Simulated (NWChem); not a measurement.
# Ge2H5OF (SMILES [OH][GeH]([F])[GeH3]) at 3 levels

We compute a comparison of 3 runs (HF/STO-3G, HF/3-21G, B3LYP/6-31G*) of Ge2H5OF. 

Program for the calculation: NWChem 7.3.0.

**1. The structure to begin with**

Ge2H5OF has 9 atoms, charge 0, and is taken as a singlet. SMILES: `[OH][GeH]([F])[GeH3]`. The shape is that of a PBE0-D4/def2-TZVP optimisation. This is one conformer, not always the lowest.

Bond lengths: O1–Ge2 1.769 Å, Ge2–F3 1.748 Å, Ge2–Ge4 2.419 Å, O1–H5 0.961 Å, Ge2–H6 1.543 Å, Ge4–H7 1.534 Å, Ge4–H8 1.534 Å, Ge4–H9 1.532 Å. Some angles: O1–Ge2–F3 106.6°, O1–Ge2–Ge4 106.7°, F3–Ge2–Ge4 108.4°, O1–Ge2–H6 110.5°, F3–Ge2–H6 103.8°, Ge4–Ge2–H6 120.0°, Ge2–O1–H5 113.4°, Ge2–Ge4–H7 108.9°, Ge2–Ge4–H8 109.1°, Ge2–Ge4–H9 108.9°.

**2. Energy and forces at HF/STO-3G (run 1)**

The input, sp.nw:

```
start sp
memory stack 880 mb heap 220 mb global 1100 mb
geometry noautosym nocenter noautoz
   O    -0.777300    0.482100    1.794200
   Ge   -0.793400    0.408000    0.026800
   F    -0.676400    2.055700   -0.544000
   Ge    1.208100   -0.776200   -0.639100
   H    -1.552700    0.911500    2.164600
   H    -2.172400   -0.061100   -0.482100
   H     1.314100   -0.750600   -2.169300
   H     1.115300   -2.229600   -0.156000
   H     2.423400   -0.086200   -0.012300
end
basis spherical bse
   * library STO-3G
end
scf
   nopen 0
   rhf
   thresh 1e-08
   maxiter 80
   print low
end
task scf gradient
```

Launch:

```console
nwchem sp.nw > sp.out
```

The program printed:

```text
[...]
  functions       =    51
[...]
  wavefunction    = RHF
[...]
         Total SCF energy =  -4278.350145241262
      One-electron energy =  -7165.001392772081
      Two-electron energy =   2307.141789626005
 Nuclear repulsion energy =    579.509457904814
        Time for solution =      5.2s
[...]
                         RHF ENERGY GRADIENTS
    atom               coordinates                        gradient
                 x          y          z           x          y          z
   1 O      -1.468884   0.911037   3.390546   -0.030274   0.017199   0.029720
   2 Ge     -1.499309   0.771008   0.050645    0.021834  -0.018166   0.000528
   3 F      -1.278211   3.884710  -1.028011    0.002709   0.025823  -0.012024
   4 Ge      2.282978  -1.466805  -1.207724   -0.012675   0.013878   0.006594
   5 H      -2.934178   1.722485   4.090501    0.027343  -0.014832  -0.003348
   6 H      -4.105241  -0.115462  -0.911037   -0.035254  -0.006840  -0.012081
   7 H       2.483289  -1.418428  -4.099383    0.000678   0.001582  -0.039997
   8 H       2.107611  -4.213333  -0.294797   -0.004765  -0.037582   0.013499
   9 H       4.579562  -0.162894  -0.023244    0.030403   0.018938   0.017109
 Task  times  cpu:        6.7s     wall:        6.7s
[...]
```

Wall time 7.5 s (1 thread of Intel Xeon Platinum 8488C (Sapphire Rapids), shared host); peak memory 0.1 GiB.

**3. Energy and forces at HF/3-21G (run 2)**

The input, nw.nw:

```
start nw
title "FGe2H5O gradient"
memory total 2200 mb

geometry units angstrom noautosym nocenter noautoz
   O       -0.777300       0.482100       1.794200
   Ge      -0.793400       0.408000       0.026800
   F       -0.676400       2.055700      -0.544000
   Ge       1.208100      -0.776200      -0.639100
   H       -1.552700       0.911500       2.164600
   H       -2.172400      -0.061100      -0.482100
   H        1.314100      -0.750600      -2.169300
   H        1.115300      -2.229600      -0.156000
   H        2.423400      -0.086200      -0.012300
end

basis spherical bse
   * library 3-21G
end

scf
   thresh 1e-08
   maxiter 80
end

task scf gradient
```

Launch:

```console
nwchem nw.nw > nw.out
```

The program printed:

```text
[...]
  functions       =    72
[...]
  wavefunction    = RHF
[...]
         Total SCF energy =  -4306.993073613755
      One-electron energy =  -7169.618476401098
      Two-electron energy =   2283.115944882528
 Nuclear repulsion energy =    579.509457904814
        Time for solution =      5.7s
[...]
                         RHF ENERGY GRADIENTS
    atom               coordinates                        gradient
                 x          y          z           x          y          z
   1 O      -1.468884   0.911037   3.390546    0.005366  -0.000306   0.031293
   2 Ge     -1.499309   0.771008   0.050645   -0.006102  -0.026505  -0.006478
   3 F      -1.278211   3.884710  -1.028011    0.002256   0.025910  -0.010894
   4 Ge      2.282978  -1.466805  -1.207724   -0.000781   0.002199   0.000942
   5 H      -2.934178   1.722485   4.090501    0.001492  -0.002510  -0.013767
   6 H      -4.105241  -0.115462  -0.911037   -0.003274   0.001694  -0.001241
   7 H       2.483289  -1.418428  -4.099383   -0.000101   0.000173  -0.000033
   8 H       2.107611  -4.213333  -0.294797    0.000424  -0.000548   0.000071
   9 H       4.579562  -0.162894  -0.023244    0.000718  -0.000107   0.000108
[...]
```

It took 8.1 s on 1 thread of Intel Xeon Platinum 8488C (Sapphire Rapids), shared host; peak memory 0.1 GiB.

**4. Energy and gradient at B3LYP/6-31G(d) (Cartesian functions) (run 3)**

The input, work.nw:

```
start work
memory total 2200 mb
geometry noautosym nocenter noautoz
O    -0.777300    0.482100    1.794200
Ge   -0.793400    0.408000    0.026800
F    -0.676400    2.055700   -0.544000
Ge    1.208100   -0.776200   -0.639100
H    -1.552700    0.911500    2.164600
H    -2.172400   -0.061100   -0.482100
H     1.314100   -0.750600   -2.169300
H     1.115300   -2.229600   -0.156000
H     2.423400   -0.086200   -0.012300
end
basis
O library 6-31G*
Ge library 6-31G*
F library 6-31G*
H library 6-31G*
end
dft
xc b3lyp
grid fine
convergence energy 1e-08
iterations 100
mulliken
print low
end
task dft gradient
```

Launch:

```console
nwchem work.nw > work.out
```

The program printed:

```text
[...]
 d= 0,ls=0.0,diis     1  -4331.5377511219 -4.91D+03  1.80D-02  2.51D+00     4.9
[...]
 d= 0,ls=0.0,diis    10  -4331.6569819221 -3.70D-09  3.96D-07  5.24D-09    35.6
         Total DFT energy =    -4331.656981922127
      One electron energy =    -7190.452300798772
           Coulomb energy =     2458.370041130594
    Exchange-Corr. energy =     -179.084180158764
 Nuclear repulsion energy =      579.509457904814
[...]
      Total Density - Mulliken Population Analysis
     ---------------------------------------------
    Atom       Charge   Shell Charges
 -----------   ------   -------------------------------------------------------
    1 O    8     8.69   1.99  0.91  2.91  0.94  1.90  0.04
    2 Ge  32    31.38   2.00  1.99  6.00  1.93  5.99  1.29  1.74  0.07  0.18  6.94  2.96  0.27
    3 F    9     9.39   1.99  0.95  3.30  0.96  2.13  0.06
    4 Ge  32    32.11   2.00  1.99  6.00  1.93  5.99  1.35  2.30  0.10  0.33  6.91  2.96  0.25
    5 H    1     0.58   0.47  0.11
    6 H    1     1.00   0.49  0.51
    7 H    1     0.96   0.49  0.47
    8 H    1     0.96   0.49  0.47
    9 H    1     0.94   0.48  0.46
[...]
                         DFT ENERGY GRADIENTS
    atom               coordinates                        gradient
                 x          y          z           x          y          z
   1 O      -1.468884   0.911037   3.390546   -0.008396   0.004972  -0.007963
   2 Ge     -1.499309   0.771008   0.050645    0.000748  -0.000520   0.005091
   3 F      -1.278211   3.884710  -1.028011    0.000013  -0.005627   0.002397
   4 Ge      2.282978  -1.466805  -1.207724    0.000114   0.001262  -0.000051
   5 H      -2.934178   1.722485   4.090501    0.007890  -0.004230  -0.002406
   6 H      -4.105241  -0.115462  -0.911037    0.003469   0.002074   0.001513
   7 H       2.483289  -1.418428  -4.099383   -0.000758   0.000175   0.002773
   8 H       2.107611  -4.213333  -0.294797   -0.000508   0.002802  -0.000581
   9 H       4.579562  -0.162894  -0.023244   -0.002572  -0.000907  -0.000773
 Task  times  cpu:       47.1s     wall:       47.1s
[...]
```

Wall time 48 s (1 thread of Intel Xeon Platinum 8488C (Sapphire Rapids), shared host); peak memory 0.13 GiB.

**5. All runs side by side**

```csv
run,level,Cartesian functions,iteration cap,energy (Eh),largest force (eV/Å),wall time
1,HF/STO-3G,no,80,-4278.350145,2.354,7.5 s
2,HF/3-21G,no,80,-4306.993074,1.633,8.1 s
3,B3LYP/6-31G* (Cartesian functions),yes,100,-4331.656982,0.648,48 s
```

**6. Outcome**

| quantity | value |
| --- | --- |
| run 3: total energy | -4331.65698 Eh |
| run 3: largest force on an atom | 0.648 eV/Å |

**Reading.** In run 1 the basis is minimal, so the values are rough. All runs together took 63 s, the longest 48 s.
